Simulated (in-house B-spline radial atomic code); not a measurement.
# Ho⁵¹⁺: excited configurations in jj coupling

Wanted: excitation energies of Ho⁵¹⁺ as differences of total energies (ΔSCF).

Program: in-house B-spline radial atomic code version 1. Level of theory: Dirac-Hartree-Fock, average of configuration, Fermi nucleus, basis-set limit. These are calculated values, not measurements, unless marked.

### Step 1. What is computed

* element: holmium (Z = 67)
* charge: +51
* electrons: 16
* configuration: 1s2 2s2 2p6 3s2 3p-2 3p+2
* Hamiltonian: Dirac-Coulomb
* nucleus: Fermi, rms radius 5.202 fm

In configurations, a minus sign after the shell means j = l − 1/2 and a plus sign j = l + 1/2; the count of electrons follows.

Settings of the run:

```ini
Z = 67
electrons = 16.0
configuration = 1s2 2s2 2p6 3s2 3p-2 3p+2
hamiltonian = dirac
method = hf
spin_polarised = False
nucleus = fermi
rms_radius = 5.2022
mass_number = 165
atomic_mass = 164.930329116
speed_of_light = 137.035999084
```

This reference run was done before. Its total energy is -10034.120401 hartree, and its levels are (the highest eight at most):

```
orbital  occupation  energy (eV)  <r> (bohr)
  1s1/2           2     -59554.2     0.02073
  2s1/2           2     -12936.8     0.08637
  2p1/2           2     -12495.9     0.07197
  2p3/2           4     -11610.1     0.07891
  3s1/2           2     -5081.84      0.2112
  3p1/2           2     -4916.44      0.1996
  3p3/2           2     -4695.23      0.2098
```

### Step 2. Configuration 1s2 2s2 2p6 3s1 3p-2 3p+2 6f-1

Settings of the run:

```ini
Z = 67
electrons = 16.0
configuration = 1s2 2s2 2p6 3s1 3p-2 3p+2 6f-1
hamiltonian = dirac
method = hf
spin_polarised = False
nucleus = fermi
rms_radius = 5.2022
mass_number = 165
atomic_mass = 164.930329116
speed_of_light = 137.035999084
```

### Step 3. Configuration 1s2 2s2 2p6 3s2 3p+3 6f-1

The settings differ from step 2 so:

```diff
@@ -2,3 +2,3 @@
 electrons = 16.0
-configuration = 1s2 2s2 2p6 3s1 3p-2 3p+2 6f-1
+configuration = 1s2 2s2 2p6 3s2 3p+3 6f-1
 hamiltonian = dirac
```

### Step 4. Run with 1s2 2s2 2p6 3s1 3p-1 3p+3 5f-1

The settings differ from step 3 so:

```diff
@@ -2,3 +2,3 @@
 electrons = 16.0
-configuration = 1s2 2s2 2p6 3s2 3p+3 6f-1
+configuration = 1s2 2s2 2p6 3s1 3p-1 3p+3 5f-1
 hamiltonian = dirac
```

### Step 5. Run with 1s2 2s2 2p-1 2p+4 3s2 3p-1 3p+3 4s1

The settings differ from step 4 so:

```diff
@@ -2,3 +2,3 @@
 electrons = 16.0
-configuration = 1s2 2s2 2p6 3s1 3p-1 3p+3 5f-1
+configuration = 1s2 2s2 2p-1 2p+4 3s2 3p-1 3p+3 4s1
 hamiltonian = dirac
```

### Step 6. Configuration 1s2 2s2 2p-1 2p+4 3s2 3p-1 3p+3 7d-1

The settings differ from step 5 so:

```diff
@@ -2,3 +2,3 @@
 electrons = 16.0
-configuration = 1s2 2s2 2p-1 2p+4 3s2 3p-1 3p+3 4s1
+configuration = 1s2 2s2 2p-1 2p+4 3s2 3p-1 3p+3 7d-1
 hamiltonian = dirac
```

### Step 7. 1s2 2s2 2p6 3s2 3p-1 3p+3

The settings differ from step 6 so:

```diff
@@ -2,3 +2,3 @@
 electrons = 16.0
-configuration = 1s2 2s2 2p-1 2p+4 3s2 3p-1 3p+3 7d-1
+configuration = 1s2 2s2 2p6 3s2 3p-1 3p+3
 hamiltonian = dirac
```

**Question.** How far above the reference does each configuration lie (order and size, in eV)?

As calculated:

| net move | configuration | energy above the reference (eV) | with Breit, QED, recoil (eV) | largest <r> (bohr) |
| --- | --- | --- | --- | --- |
| 3p1/2 → 3p3/2 | 1s2 2s2 2p6 3s2 3p-1 3p+3 | 220.26 | 217.71 | 0.211 |
| 3p1/2, 3s → 3p3/2, 5f5/2 | 1s2 2s2 2p6 3s1 3p-1 3p+3 5f-1 | 3803.66 | 3793.59 | 0.590 |
| 3s → 6f5/2 | 1s2 2s2 2p6 3s1 3p-2 3p+2 6f-1 | 4041.58 | 4034.10 | 0.904 |
| 2×3p1/2 → 3p3/2, 6f5/2 | 1s2 2s2 2p6 3s2 3p+3 6f-1 | 4105.27 | 4095.92 | 0.904 |
| 2p1/2, 3p1/2 → 3p3/2, 4s | 1s2 2s2 2p-1 2p+4 3s2 3p-1 3p+3 4s1 | 10000.3 | 9971.38 | 0.394 |
| 2p1/2, 3p1/2 → 3p3/2, 7d3/2 | 1s2 2s2 2p-1 2p+4 3s2 3p-1 3p+3 7d-1 | 11919.5 | 11887.9 | 1.30 |

**Reading.** The energies run from 220.26 eV (3p1/2 → 3p3/2) to 11919.5 eV (2p1/2, 3p1/2 → 3p3/2, 7d3/2). 2 of them lie more than 2 % above the ionisation threshold that Koopmans' theorem gives (4695.23 eV), where such states can decay by emitting an electron. Two partly filled shells share a symmetry and can mix in the average, which may lower the energy, for: 2p1/2, 3p1/2 → 3p3/2, 4s; 2p1/2, 3p1/2 → 3p3/2, 7d3/2. These are averages over configurations, without correlation, not spectroscopic levels.
